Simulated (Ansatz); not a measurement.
**ClFH₃Si₂ radical: a ladder of functionals and wavefunction methods**

One table from this session's results is given with a row withheld; the runs are named, their logs left out.

Program: Ansatz 0.2.0, Gaussian basis. Level of theory: functionals in def2-TZVPP, the program's frozen cores in correlated methods. These are calculated values, not measurements.

Levels to be run: LDA (SPW92), PBE-D4, revPBE-D4, BLYP-D4, r2SCAN-D4, B97M-V, PBE0-D4, B3LYP-D4, r2SCANh-D4, r2SCAN0-D4, HSE06-D4, BHLYP-D4, CAM-B3LYP-D4, LC-ωPBE, ωB97X-V, ωB97M-V, B2PLYP, PBE-QIDH; CCSD(T)/def2-SVP; CCSD(T)/def2-TZVPP; MP2/def2-QZVPP; extrapolation to the limit; RPA on PBE.

## The geometry

All runs share one geometry, relaxed beforehand with PBE0-D4 in a triple-zeta def2 set.

SMILES `F[Si]([SiH3])Cl`, 7 atoms, charge 0, spin multiplicity 2.

Atoms are counted from 1 here; the program's logs count them from 0.

Bond lengths: F1–Si2 1.603 Å, Si2–Si3 2.359 Å, Si2–Cl4 2.058 Å, Si3–H5 1.484 Å, Si3–H6 1.485 Å, Si3–H7 1.487 Å. Angles: F1–Si2–Si3 109.6°, F1–Si2–Cl4 106.9°, Si3–Si2–Cl4 109.1°, Si2–Si3–H5 106.7°, Si2–Si3–H6 108.3°, Si2–Si3–H7 111.3°, H5–Si3–H6 109.9°, H5–Si3–H7 110.3°, H6–Si3–H7 110.2°.

Set-up of the first run:

in.yaml

```yaml
crystal:
  periodic: [false, false, false]
  atoms:
    - {symbol: F, position_ang: [-0.397268, -2.154197, 0.999114]}
    - {symbol: Si, position_ang: [-1.049475, -0.894513, 0.251860]}
    - {symbol: Si, position_ang: [0.534244, 0.848065, 0.105859]}
    - {symbol: Cl, position_ang: [-1.541546, -1.516112, -1.647161]}
    - {symbol: H, position_ang: [-0.126447, 1.966473, -0.612285]}
    - {symbol: H, position_ang: [0.889675, 1.270980, 1.484027]}
    - {symbol: H, position_ang: [1.752115, 0.411403, -0.627014]}
basis:
  gaussian: {orbitals: def2-TZVPP}
magnetization: {spin_polarized: true, initial_magnetization: 1}
hamiltonian: {xc: lda}
output: {orbitals: {seedname: orbitals}}
```

Steps of the session up to this table: LDA; PBE-D4 (GGA); revPBE-D4 (GGA); BLYP-D4 (GGA); r2SCAN-D4 (meta-GGA); B97M-V (meta-GGA); PBE0-D4 (hybrid); B3LYP-D4 (hybrid); r2SCANh-D4 (hybrid); r2SCAN0-D4 (hybrid); HSE06-D4 (hybrid); BHLYP-D4 (hybrid); CAM-B3LYP-D4 (range-separated); LC-ωPBE-D4 (range-separated; the results give it without D4); ωB97X-V (range-separated); ωB97M-V (range-separated); B2PLYP (double hybrid); PBE-QIDH (double hybrid).

One of the session's tables, all rows but one given; the rest of the session is left out.

It belongs to the step «Frontier levels by functional». 

| functional | HOMO (eV) | LUMO (eV) | gap (eV) |
| --- | --- | --- | --- |
| LDA (SPW92) | -5.21 | -4.19 | 1.03 |
| PBE-D4 | -5.23 | -3.78 | 1.45 |
| revPBE-D4 | -5.21 | -3.65 | 1.56 |
| BLYP-D4 | -5.02 | -3.79 | 1.23 |
| r2SCAN-D4 | -5.58 | -3.38 | 2.20 |
| B97M-V | -5.36 | -3.92 | 1.44 |
| PBE0-D4 | -6.38 | -2.92 | 3.46 |
| B3LYP-D4 | -6.09 | -3.29 | 2.81 |
| r2SCANh-D4 | -6.00 | -3.09 | 2.91 |
| r2SCAN0-D4 | -6.63 | -2.65 | 3.98 |
| HSE06-D4 | -5.98 | -3.30 | 2.69 |
| BHLYP-D4 | -7.34 | -2.12 | 5.22 |
| CAM-B3LYP-D4 | -7.56 | -2.01 | 5.55 |
| LC-ωPBE | -8.96 | -0.64 | 8.33 |
| ωB97X-V | -8.47 | -1.13 | 7.34 |
| ωB97M-V | ? | ? | ? |

Q: Estimate the row for ωB97M-V from the others.

**Answer.** HOMO (eV): -8.06; LUMO (eV): -1.30; gap (eV): 6.76. In the column «HOMO (eV)» it lies between ωB97X-V (-8.47) and CAM-B3LYP-D4 (-7.56).
